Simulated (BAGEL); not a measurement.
**CH3AlF2 (SMILES [CH3][Al]([F])[F]): HF/3-21G (density fitting with qzvpp-jkfit)**

What is the vertical ionisation energy of CH3AlF2 at HF/3-21G (density fitting with qzvpp-jkfit)? 

The calculation is run with BAGEL 1.2.2.

1 further run of the same task is left out (set aside as unsound or not needed).

## (1) The system as given

CH3AlF2: 7 atoms, total charge 0, spin state singlet. SMILES: `[CH3][Al]([F])[F]`. Geometry: relaxed at PBE0-D4/def2-TZVP.

Bond lengths: C1–Al2 1.926 Å, Al2–F3 1.644 Å, Al2–F4 1.644 Å, C1–H5 1.091 Å, C1–H6 1.093 Å, C1–H7 1.093 Å. Angles: C1–Al2–F3 121.5°, C1–Al2–F4 122.4°, F3–Al2–F4 116.1°, Al2–C1–H5 111.8°, Al2–C1–H6 110.6°, Al2–C1–H7 110.6°, H5–C1–H6 108.4°, H5–C1–H7 108.4°, H6–C1–H7 106.8°.

## (2) A single-point energy at HF/3-21G (density fitting with qzvpp-jkfit)

File input.json:

```json
{ "bagel": [

{
  "title": "molecule",
  "basis": "3-21g",
  "df_basis": "qzvpp-jkfit",
  "angstrom": true,
  "geometry": [
    { "atom": "C", "xyz": [      -0.253600,       0.825900,      -0.238700 ] },
    { "atom": "Al", "xyz": [       0.293100,      -0.956200,       0.245500 ] },
    { "atom": "F", "xyz": [       1.513200,      -1.219500,       1.315500 ] },
    { "atom": "F", "xyz": [      -0.423400,      -2.297600,      -0.378600 ] },
    { "atom": "H", "xyz": [      -1.075800,       0.816000,      -0.956100 ] },
    { "atom": "H", "xyz": [      -0.573400,       1.384500,       0.645100 ] },
    { "atom": "H", "xyz": [       0.581100,       1.378900,      -0.678200 ] }
  ]
},

{ "title": "hf" },

{ "title": "print", "file": "orbitals.molden", "orbitals": true }

]}
```

Started as:

```bash
$ BAGEL_NUM_THREADS=1 BAGEL input.json > input.out
```

Log:

```text
* using 1 threads per process

  ===============================================================
  ===============================================================

  *** Geometry ***

  { "atom" : "C", "xyz" : [     -0.479235,      1.560725,     -0.451078 ] },
  { "atom" : "Al", "xyz" : [      0.553879,     -1.806956,      0.463928 ] },
  { "atom" : "F", "xyz" : [      2.859534,     -2.304521,      2.485935 ] },
  { "atom" : "F", "xyz" : [     -0.800110,     -4.341835,     -0.715450 ] },
  { "atom" : "H", "xyz" : [     -2.032967,      1.542017,     -1.806767 ] },
  { "atom" : "H", "xyz" : [     -1.083569,      2.616326,      1.219062 ] },
  { "atom" : "H", "xyz" : [      1.098120,      2.605743,     -1.281612 ] },

  Number of auxiliary basis functions:      411

  Since a DF basis is specified, we compute 2- and 3-index integrals:
    o Being stored without compression. Storage requirement is 0.007 GB

  Number of basis functions:       46
  Number of electrons      :       40

    * METHOD: MOLECULE                             0.19

  *** RHF ***

  === Nuclear Repulsion ===
   156.1292904402

      * DIIS with orbital gradients will be used.

  === RHF iteration (3-21g) ===
      0       -477.77630673          0.03414768           0.04
      1       -477.91738477          0.01886076           0.03
      2       -477.96743135          0.00126664           0.03
      3       -477.96798029          0.00044591           0.03
      4       -477.96802444          0.00008791           0.03
      5       -477.96802919          0.00001944           0.03
      6       -477.96802939          0.00000372           0.03
      7       -477.96802940          0.00000084           0.03
      8       -477.96802940          0.00000031           0.03
      9       -477.96802940          0.00000009           0.03
     10       -477.96802940          0.00000003           0.03
     11       -477.96802940          0.00000001           0.04
    * SCF iteration converged.

    * Permanent dipole moment:
           (    0.270851,    -0.884571,     0.240050) a.u.

    * METHOD: HF                                   0.54

    * METHOD: PRINT                                0.01

  ===============================================================
```

Wall time 0.91 s (1 thread of Arm Neoverse N1, shared host); peak memory 0.081 GiB.

## (3) The doublet cation at the same level

File job.json:

```json
{ "bagel" : [

{
  "title" : "molecule",
  "basis" : "3-21g",
  "df_basis" : "qzvpp-jkfit",
  "angstrom" : true,
  "geometry" : [
    { "atom" : "C", "xyz" : [   -0.253600,    0.825900,   -0.238700 ] },
    { "atom" : "Al", "xyz" : [    0.293100,   -0.956200,    0.245500 ] },
    { "atom" : "F", "xyz" : [    1.513200,   -1.219500,    1.315500 ] },
    { "atom" : "F", "xyz" : [   -0.423400,   -2.297600,   -0.378600 ] },
    { "atom" : "H", "xyz" : [   -1.075800,    0.816000,   -0.956100 ] },
    { "atom" : "H", "xyz" : [   -0.573400,    1.384500,    0.645100 ] },
    { "atom" : "H", "xyz" : [    0.581100,    1.378900,   -0.678200 ] }
  ]
},
{ "title" : "uhf", "charge" : 1, "nopen" : 1 },
{ "title" : "print", "file" : "orbitals.molden", "orbitals" : true }

]}
```

Started as:

```bash
$ BAGEL_NUM_THREADS=1 BAGEL job.json > job.out
```

Log:

```text
* using 1 threads per process

  ===============================================================
  ===============================================================

  *** Geometry ***

  { "atom" : "C", "xyz" : [     -0.479235,      1.560725,     -0.451078 ] },
  { "atom" : "Al", "xyz" : [      0.553879,     -1.806956,      0.463928 ] },
  { "atom" : "F", "xyz" : [      2.859534,     -2.304521,      2.485935 ] },
  { "atom" : "F", "xyz" : [     -0.800110,     -4.341835,     -0.715450 ] },
  { "atom" : "H", "xyz" : [     -2.032967,      1.542017,     -1.806767 ] },
  { "atom" : "H", "xyz" : [     -1.083569,      2.616326,      1.219062 ] },
  { "atom" : "H", "xyz" : [      1.098120,      2.605743,     -1.281612 ] },

  Number of auxiliary basis functions:      411

  Since a DF basis is specified, we compute 2- and 3-index integrals:
    o Being stored without compression. Storage requirement is 0.007 GB

  Number of basis functions:       46
  Number of electrons      :       40

    * METHOD: MOLECULE                             0.19

  *** Open-shell HF ***

  === Nuclear Repulsion ===
   156.1292904402

      * DIIS with orbital gradients will be used.

  === UHF iteration (3-21g) ===
      0       -477.34065392          0.06591185           0.06
      1       -477.48138310          0.04458528           0.06
      2       -477.52644110          0.02738955           0.06
      3       -477.55311503          0.00104133           0.06
      4       -477.55338648          0.00037082           0.06
      5       -477.55342530          0.00012234           0.06
      6       -477.55343701          0.00003858           0.06
      7       -477.55343958          0.00001699           0.06
      8       -477.55344026          0.00000765           0.07
      9       -477.55344036          0.00000325           0.06
     10       -477.55344037          0.00000131           0.06
     11       -477.55344037          0.00000079           0.06
     12       -477.55344037          0.00000057           0.06
     13       -477.55344037          0.00000029           0.06
     14       -477.55344037          0.00000011           0.06
     15       -477.55344037          0.00000006           0.06
     16       -477.55344037          0.00000003           0.06
     17       -477.55344037          0.00000001           0.06
     18       -477.55344037          0.00000001           0.06
    * SCF iteration converged.

    * S^2 (UHF) is 0.7561

    * Permanent dipole moment:
           (    0.948049,    -3.082134,     0.839887) a.u.

    * METHOD: UHF                                  1.34

    * METHOD: PRINT                                0.01

  ===============================================================
```

Run time: 1.7 s. Hardware: 1 thread of Arm Neoverse N1, shared host; peak memory 0.081 GiB.

## (4) Summary of results

At HF/3-21G (density fitting with qzvpp-jkfit):

| quantity | value |
| --- | --- |
| singlet CH3AlF2: total energy | -477.96803 Eh |
| singlet CH3AlF2: dipole moment | 2.43 D |
| singlet CH3AlF2: HOMO energy | -12.52 eV |
| singlet CH3AlF2: LUMO energy | 2.59 eV |
| singlet CH3AlF2: HOMO–LUMO gap | 15.10 eV |
| doublet cation: total energy | -477.55344 Eh |
| doublet cation: ⟨S²⟩ | 0.756 |
| vertical ionisation energy (to the doublet cation) | 11.282 eV |

In words: The vertical ionisation energy comes to 11.28 eV (260 kcal/mol). −ε(HOMO) before ionisation, 12.52 eV, is 1.23 eV above this ionisation energy.
